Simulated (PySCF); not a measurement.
# C12H22Ga2 ((Et2Ga-mu-CCH)2): the cost of one run

Computed with PySCF 2.14.0, with density-fitted response routines of our own, on a single molecule in the gas phase. Atoms are numbered from 0 throughout.

### Step 1. Starting geometry

36 atoms, charge 0, multiplicity 1; geometry from: GFN2-xTB. The atoms were then displaced at random by about 0.03 Å, so the start is not that level's minimum.

Bonds of the start (Å): Ga0–C1 2.11, Ga0–C3 2.03, Ga0–C5 2.21, Ga0–C12 2.13, C1–C2 1.58, C1–H14 1.10, C1–H15 1.16, C2–H16 1.05, C2–H17 1.05, C2–H18 1.06, C3–C4 1.46, C3–H19 1.19, C3–H20 1.06, C4–H21 1.08, C4–H22 1.06, C4–H23 1.09, C5–C6 1.20, C5–Ga7 2.14, C6–H24 1.04, Ga7–C8 2.04, Ga7–C10 2.11, Ga7–C12 2.02, C8–C9 1.55, C8–H25 1.12, C8–H26 1.10, C9–H27 1.08, C9–H28 1.11, C9–H29 1.06, C10–C11 1.56, C10–H30 1.08 and more.

### Step 2. Geometry optimisation at PBE0-D3(BJ)/def2-SVP

The job: settings as JSON, then the geometry in Å.

```
{"job": {"xc": "PBE0", "basis": "def2-SVP", "d3": "d3bj", "grid": 1, "maxiter": 40, "shake": 0.03, "kind": "geom"}, "charge": 0, "multiplicity": 1}
Ga     1.314970     0.837440     0.425340
C      1.433910     2.506290    -0.857270
C      0.225870     2.566400    -1.868480
C      2.602900     0.238360     1.880810
C      3.770570    -0.391760     1.261860
C     -0.756580     1.065960     1.146830
C     -1.324220     1.696840     1.988620
Ga    -1.182850    -0.494960    -0.251030
C     -2.506090     0.220630    -1.628630
C     -3.721310    -0.730050    -1.800380
C     -1.524130    -2.200300     0.939080
C     -0.342820    -2.363570     1.941540
C      0.705210    -0.668160    -0.945350
C      1.377350    -1.399020    -1.657910
H      2.386740     2.426240    -1.399210
H      1.484960     3.495900    -0.250710
H     -0.658120     2.681810    -1.313010
H      0.235740     1.682040    -2.432440
H      0.364900     3.407260    -2.505450
H      1.927880    -0.494940     2.532370
H      2.721990     1.067860     2.524160
H      4.335120     0.310830     0.670490
H      3.555490    -1.177060     0.576360
H      4.435550    -0.718030     2.058010
H     -1.836680     2.231000     2.720150
H     -2.877430     1.254900    -1.426180
H     -2.001050     0.235560    -2.603350
H     -4.228380    -0.778650    -0.849890
H     -4.394790    -0.369930    -2.611460
H     -3.421320    -1.685590    -2.162190
H     -2.474530    -2.150890     1.451550
H     -1.533200    -3.113750     0.211500
H      0.599160    -2.393800     1.425190
H     -0.318660    -1.521600     2.610740
H     -0.496950    -3.248050     2.492040
H      1.979720    -2.025320    -2.328160
```

Started as:

```console
$ OMP_NUM_THREADS=2 python probes_run.py task.json out
```

The driver reads the jobs from task.json and runs them one after another.

**Question.** How long does this first job take on 2 threads of Intel Xeon 6975P-C, shared host, and how much memory does it need?

About 6.7 min, with a peak of 3.7 GiB.
